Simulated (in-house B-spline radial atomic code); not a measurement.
# Cl⁸⁺: ionisation energy by several methods

One table from this session's results is given with a row withheld; the runs are named, their logs left out.

The numbers are computed with in-house B-spline radial atomic code version 1 (scalar-relativistic (X2C), several functionals, spin-polarised; spherical all-electron atom at the radial basis limit), except any that are marked as measured or tabulated.

### The system

```
element       : chlorine (Z = 17)
charge        : +8
electrons     : 9
configuration : [He] 2s2 2p5
nucleus       : Fermi, rms radius 3.365 fm
```

The outer shells:

[He] 2s2 2p5
```
[He] core
2s [↑↓]
2p [↑↓][↑↓][↑ ]
```

Where spins are not typed, each open shell is filled with up spins first.

Set-up of the first run:

The run's settings:

```ini
Z = 17
electrons = 9.0
configuration = [He] 2s2 2p5
hamiltonian = x2c
method = lda,pw
spin_polarised = True
nucleus = fermi
rms_radius = 3.3654
mass_number = 35
atomic_mass = 34.968852694
speed_of_light = 137.035999084
```

Among the steps run: LDA (PW92); TPSS, a meta-GGA; OLYP, a GGA; LDA (VWN5); BP86, a GGA; AM05, a GGA; RPBE, a GGA; Hartree-Fock.

One of the session's tables, all rows but one given; the rest of the session is left out.

```
      method  ΔSCF (eV)
  LDA (PW92)     401.31
  LDA (VWN5)     401.32
        OLYP     401.67
        BP86          ?
        AM05     400.84
        RPBE     401.29
        TPSS     401.70
Hartree-Fock     399.37
```

Estimate the missing values for BP86.

As computed: ΔSCF (eV): 401.74. In the column «ΔSCF (eV)» it is the highest.
